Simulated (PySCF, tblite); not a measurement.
**C₄H₈F₃NSi₂: geometry, infrared bands and NMR shifts**

Wanted: the infrared bands and NMR shifts of C₄H₈F₃NSi₂ (`C#C[SiH2]CN[SiH2]C(F)(F)F`), by calculation.

Computed with tblite 0.8.0 and PySCF 2.14.0, with density-fitted response routines of our own, on a single molecule in the gas phase. Atoms are numbered from 0 throughout.

## Step 1: The molecule as given

18 atoms, charge 0, multiplicity 1; geometry from: force field or distance geometry start.

Bonds of the start (Å): C0–C1 1.22, C1–Si2 1.79, Si2–C3 1.86, C3–N4 1.45, N4–Si5 1.82, Si5–C6 1.84, C6–F7 1.39, C6–F8 1.37, C6–F9 1.41, C0–H10 1.05, Si2–H11 1.48, Si2–H12 1.48, C3–H13 1.11, C3–H14 1.11, N4–H15 1.04, Si5–H16 1.48, Si5–H17 1.48.

## Step 2: Relaxing the molecule with GFN2-xTB

The job: settings as JSON, then the geometry in Å.

```
{"job": {"kind": "relax", "xc": "GFN2-xTB", "basis": "xTB"}, "charge": 0, "multiplicity": 1}
C      3.434800    -0.395900     1.833500
C      3.002100    -0.242100     0.706400
Si     2.390600    -0.042600    -0.958800
C      0.541300    -0.201900    -1.090800
N     -0.134600    -0.433400     0.174100
Si    -1.887600    -0.553200    -0.287300
C     -3.024700    -0.040200     1.067000
F     -3.705700     1.078800     0.607000
F     -2.432500     0.196200     2.280400
F     -4.019800    -1.026100     1.187400
H      3.806600    -0.523500     2.810800
H      2.808100     1.258300    -1.515700
H      2.930000    -1.083900    -1.856700
H      0.273000    -1.039900    -1.769300
H      0.105300     0.713600    -1.550700
H      0.130700    -1.358000     0.567900
H     -2.180900    -1.921300    -0.779500
H     -2.045300     0.356700    -1.437600
```

Started as:

```
OMP_NUM_THREADS=1 python probes_run.py task.json out
```

One launch serves the whole session: the jobs run in the order shown.

**Question.** This job is followed by: GFN2-xTB harmonic vibrations, gas phase; GIAO PBE0/pcSseg-1 NMR shielding, non-relativistic, gas phase. What will the session give for the following? strongest single infrared mode (GFN2-xTB); zero-point energy (GFN2-xTB); 13C shifts against TMS (PBE0/pcSseg-1); 1H shifts against TMS (PBE0/pcSseg-1, means over atoms taken as alike); 29Si shifts against TMS (PBE0/pcSseg-1); 15N shifts against NH3 (PBE0/pcSseg-1); 19F shifts against CFCl3 (PBE0/pcSseg-1, means over atoms taken as alike).

**Answer**, as computed:

```
                                                                 quantity                             value
                                strongest single infrared mode (GFN2-xTB)             2236 cm⁻¹, 373 km/mol
                                             zero-point energy (GFN2-xTB)                     67.4 kcal/mol
                                   13C shifts against TMS (PBE0/pcSseg-1)      138.6, 106.5, 84.4, 30.5 ppm
   1H shifts against TMS (PBE0/pcSseg-1, means over atoms taken as alike)  4.88, 4.46, 2.65, 2.01, 0.97 ppm
                                  29Si shifts against TMS (PBE0/pcSseg-1)                  -43.5, -64.8 ppm
                                   15N shifts against NH3 (PBE0/pcSseg-1)                           5.8 ppm
19F shifts against CFCl3 (PBE0/pcSseg-1, means over atoms taken as alike)                         -75.0 ppm
```

The optimisation took 214 steps and gained 1.194 eV; among the close pairs (by a distance rule), N4–Si5 changed most, from 1.817 to 1.698 Å. No mode is imaginary among the 48: a minimum at this level. The strongest single mode, at 2236 cm⁻¹, moves mainly H12. Unscaled tight-binding wavenumbers are off by several per cent, some by more. Its intensities can rank the bands wrongly. At PBE0/pcSseg-1: Shielding is most anisotropic at C1 (span 281 ppm, paramagnetic term -159 ppm).
